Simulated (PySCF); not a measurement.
# B2PLYP/3-21G run of C2H6BP (SMILES [BH3-][PH+]1C=C1)

What is the vertical ionisation energy of C2H6BP at B2PLYP/3-21G? 

The results are computed with PySCF 2.14.0.

## 1. The molecule

C2H6BP: 10 atoms, total charge 0, spin state singlet. SMILES: `[BH3-][PH+]1C=C1`. The coordinates come from a GFN2-xTB relaxation.

Bond lengths: B1–P2 1.948 Å, P2–C3 1.818 Å, P2–C4 1.818 Å, C3–C4 1.317 Å, B1–H5 1.188 Å, B1–H6 1.188 Å, B1–H7 1.190 Å, P2–H8 1.412 Å, C3–H9 1.069 Å, C4–H10 1.069 Å. Some angles: B1–P2–C3 125.5°, B1–P2–C4 125.4°, C3–P2–C4 42.5°, P2–C3–C4 68.8°, P2–C4–C3 68.8°, B1–P2–H8 128.6°, C3–P2–H8 102.1°, C4–P2–H8 102.1°, P2–B1–H5 105.4°, P2–B1–H6 105.4°.

## 2. The energy at B2PLYP/3-21G

Input file job.py:

```python
# [BH3-][PH+]1C=C1
from pyscf import gto, dft, mp

mol = gto.Mole()
mol.atom = '''
B     -1.410150     0.298620    -0.981690
P     -0.201260    -0.441040     0.354770
C      1.613220    -0.453870     0.243300
C      1.194860     0.440750     1.115080
H     -1.699660    -0.613460    -1.685080
H     -2.331380     0.730200    -0.368790
H     -0.730250     1.125930    -1.499920
H     -0.447540    -1.468370     1.291520
H      2.486970    -0.838180    -0.237680
H      1.525210     1.219420     1.768500
'''
mol.max_memory = 1860
mol.spin = 0
mol.verbose = 3
mol.basis = '3-21g'
mol.charge = 0
mol.build()

mf = dft.RKS(mol, xc='0.53*HF + 0.47*B88, 0.73*LYP')
mf.grids.level = 4
mf.conv_tol = 1e-10
mf.kernel()
if not mf.converged:
    mf = mf.newton().run(mf.mo_coeff, mf.mo_occ)

pt = mp.MP2(mf, frozen=8).run()
energy = mf.e_tot + 0.27 * pt.e_corr
print('PT2 part  %.8f' % (0.27 * pt.e_corr))
print(f'total energy: {energy:.8f} hartree')
```

Started as:

```sh
OMP_NUM_THREADS=1 python job.py
```

Output:

```text
converged SCF energy = -443.135343598347
E(RMP2) = -443.536531631746  E_corr = -0.40118803339887
E(SCS-RMP2) = -443.541566776632  E_corr = -0.406223178284911
PT2 part  -0.10832077
total energy: -443.24366437 hartree
```

Wall time 7.5 s (1 thread of Arm Neoverse V1, shared host); peak memory 0.3 GiB.

## 3. The doublet cation

Input file calc.py:

```python
from pyscf import gto, dft, mp

mol = gto.M(
    atom='''
B       -1.410150       0.298620      -0.981690
P       -0.201260      -0.441040       0.354770
C        1.613220      -0.453870       0.243300
C        1.194860       0.440750       1.115080
H       -1.699660      -0.613460      -1.685080
H       -2.331380       0.730200      -0.368790
H       -0.730250       1.125930      -1.499920
H       -0.447540      -1.468370       1.291520
H        2.486970      -0.838180      -0.237680
H        1.525210       1.219420       1.768500
''',
    max_memory=1860,
    verbose=3,
    basis='3-21g',
    charge=1,
    spin=1,
)

calc0 = dft.UKS(mol)
calc0.xc = '0.53*HF + 0.47*B88, 0.73*LYP'
calc0.grids.level = 4
calc0.conv_tol = 1e-10
calc0.kernel()
if not calc0.converged:
    calc0 = calc0.newton().run(calc0.mo_coeff, calc0.mo_occ)

pt = mp.MP2(calc0, frozen=8).run()
e_tot = calc0.e_tot + 0.27 * pt.e_corr
print('PT2 part  %.8f' % (0.27 * pt.e_corr))
print('E = %.10f Eh' % e_tot)
```

Started as:

```sh
OMP_NUM_THREADS=1 python calc.py
```

Output:

```text
WARN: HOMO -0.285467751655972 >= LUMO -0.285467751655973

converged SCF energy = -442.757979074864  <S^2> = 0.75791329  2S+1 = 2.0078977
E(UMP2) = -443.15049535256  E_corr = -0.392516277695907
E(SCS-UMP2) = -443.15162440579  E_corr = -0.393645330926102
PT2 part  -0.10597939
E = -442.8639584698 Eh
```

Wall time 35 s (1 thread of Arm Neoverse V1, shared host); peak memory 0.32 GiB.

## 4. Summary of results

Level: B2PLYP/3-21G, 8 core orbitals frozen.

```
                                                                quantity          value
                                            singlet C2H6BP: total energy  -443.24366 Eh
                                singlet C2H6BP: dipole moment (SCF part)         4.90 D
                       singlet C2H6BP: HOMO energy (SCF part's orbitals)       -9.15 eV
                       singlet C2H6BP: LUMO energy (SCF part's orbitals)        0.77 eV
                     singlet C2H6BP: HOMO–LUMO gap (SCF part's orbitals)        9.92 eV
                                            doublet cation: total energy  -442.86396 Eh
doublet cation: HOMO energy (SCF part's orbitals) (highest over α and β)      -14.94 eV
 doublet cation: LUMO energy (SCF part's orbitals) (lowest over α and β)      -11.38 eV
                                                    doublet cation: ⟨S²⟩          0.758
                      vertical ionisation energy (to the doublet cation)      10.332 eV
```

**Reading.** Removing an electron at fixed nuclei costs 10.33 eV (238 kcal/mol). −ε(HOMO) before ionisation, 9.15 eV, is 1.18 eV below this ionisation energy. Mulliken charges (doublet cation) run from -0.52 on B1 to +0.97 on P2.
